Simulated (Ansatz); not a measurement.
Born–Oppenheimer molecular dynamics of a periodic cell of 23 atoms, Li5Mn4Co2O12 (host Li3Mn2CoO6, host structure P-1, one Li atom removed), cell charge -1. It starts from an unrelaxed structure (largest force component 1.64 eV/Å).

Computed with DFT PBEsol, scalar-relativistic, plane waves, PAW (Ansatz 0.2.0). Settings: accuracy low, cutoff 420 eV, k mesh 1x2x2, fermi-dirac smearing 0.05 eV, spin collinear.

```
ensemble        : NVT, Nosé–Hoover chain
time step       : 1 fs
steps asked     : 130
set temperature : 1500 K
thermostat      : time constant 200 fs, chain length 3
seed            : 792874
```

First frame:

```xyz
23
Lattice="-7.4033 -4.6315 0.0000 2.8805 -4.6315 0.0000 1.4719 0.3758 4.9290" Properties=species:S:1:pos:R:3
Li 0.773 -1.256 2.501
Li 1.046 -4.444 2.465
Mn 1.671 -2.714 4.925
Mn -4.722 -6.173 0.004
Co -2.261 -4.631 0.000
O -0.643 -4.456 1.152
O 1.883 -3.028 1.064
O -3.150 -6.026 1.169
O -4.934 -5.859 3.865
O -2.407 -4.431 3.777
O 0.100 -2.861 3.760
Li -1.563 -3.000 2.428
Li -1.488 -5.887 2.501
Li -4.096 -4.444 2.465
Mn -0.591 -7.345 4.925
Mn -2.460 -1.542 0.004
Co 0.000 0.000 0.000
O -5.785 -4.456 1.152
O -3.259 -3.028 1.064
O -0.889 -1.395 1.169
O 0.208 -5.859 3.865
O 2.735 -4.431 3.777
O -2.162 -7.492 3.760
```

(1) What does the run give?

(2) What happens to the structure?

(3) How do temperature and energy run in time?

Answers

(1) All steps were run.

```
steps done                                               : 130
time covered                                             : 130 fs
mean temperature over the second half                    : 1085 K
spread of the potential energy over the second half      : 15.1 meV per atom
mean potential energy of the second half above the start : 62.2 meV per atom
```

The conserved energy stayed within 0.14 meV per atom of its start (net change 0.067 meV per atom), so the integration is sound. The mean temperature of the second half is 28 % below the set value. A run of 0.13 ps of so small a system gives no equilibrium averages. No Hubbard correction was used and the magnetic state wasn't searched. Limits of this set-up: coarse k mesh, low accuracy level, charged cell in a uniform background, uncorrected.

(2) Mean squared displacements from the first frame to the last, about the centre of mass: Li 0.12 Å², Mn 0.02 Å², Co 0.04 Å², O 0.11 Å². Another seed would give other details.

(3) 
```json
{"time (fs)": "0.0", "T (K)": "1500", "potential energy less start (eV)": "0.000", "conserved less start (meV/atom)": "0.00"}
{"time (fs)": "6.0", "T (K)": "1458", "potential energy less start (eV)": "0.119", "conserved less start (meV/atom)": "-0.01"}
{"time (fs)": "12.0", "T (K)": "1119", "potential energy less start (eV)": "1.083", "conserved less start (meV/atom)": "0.03"}
{"time (fs)": "18.0", "T (K)": "687", "potential energy less start (eV)": "2.317", "conserved less start (meV/atom)": "0.11"}
{"time (fs)": "24.0", "T (K)": "519", "potential energy less start (eV)": "2.795", "conserved less start (meV/atom)": "0.13"}
{"time (fs)": "30.0", "T (K)": "699", "potential energy less start (eV)": "2.287", "conserved less start (meV/atom)": "0.05"}
{"time (fs)": "36.0", "T (K)": "922", "potential energy less start (eV)": "1.661", "conserved less start (meV/atom)": "0.01"}
{"time (fs)": "42.0", "T (K)": "985", "potential energy less start (eV)": "1.494", "conserved less start (meV/atom)": "0.04"}
{"time (fs)": "48.0", "T (K)": "945", "potential energy less start (eV)": "1.621", "conserved less start (meV/atom)": "0.05"}
{"time (fs)": "54.0", "T (K)": "873", "potential energy less start (eV)": "1.842", "conserved less start (meV/atom)": "0.07"}
{"time (fs)": "60.0", "T (K)": "823", "potential energy less start (eV)": "2.000", "conserved less start (meV/atom)": "0.07"}
{"time (fs)": "66.0", "T (K)": "810", "potential energy less start (eV)": "2.053", "conserved less start (meV/atom)": "0.07"}
{"time (fs)": "72.0", "T (K)": "843", "potential energy less start (eV)": "1.980", "conserved less start (meV/atom)": "0.07"}
{"time (fs)": "78.0", "T (K)": "953", "potential energy less start (eV)": "1.689", "conserved less start (meV/atom)": "0.07"}
{"time (fs)": "84.0", "T (K)": "1106", "potential energy less start (eV)": "1.284", "conserved less start (meV/atom)": "0.05"}
{"time (fs)": "90.0", "T (K)": "1188", "potential energy less start (eV)": "1.083", "conserved less start (meV/atom)": "0.01"}
{"time (fs)": "96.0", "T (K)": "1098", "potential energy less start (eV)": "1.374", "conserved less start (meV/atom)": "0.05"}
{"time (fs)": "102.0", "T (K)": "995", "potential energy less start (eV)": "1.702", "conserved less start (meV/atom)": "0.12"}
{"time (fs)": "108.0", "T (K)": "1126", "potential energy less start (eV)": "1.364", "conserved less start (meV/atom)": "0.07"}
{"time (fs)": "114.0", "T (K)": "1302", "potential energy less start (eV)": "0.906", "conserved less start (meV/atom)": "0.01"}
{"time (fs)": "120.0", "T (K)": "1273", "potential energy less start (eV)": "1.035", "conserved less start (meV/atom)": "0.04"}
{"time (fs)": "126.0", "T (K)": "1178", "potential energy less start (eV)": "1.350", "conserved less start (meV/atom)": "0.08"}
```

Run time: 32 min on 2 threads of Arm Neoverse V1, with other jobs on the host, peak memory 1.2 GiB.
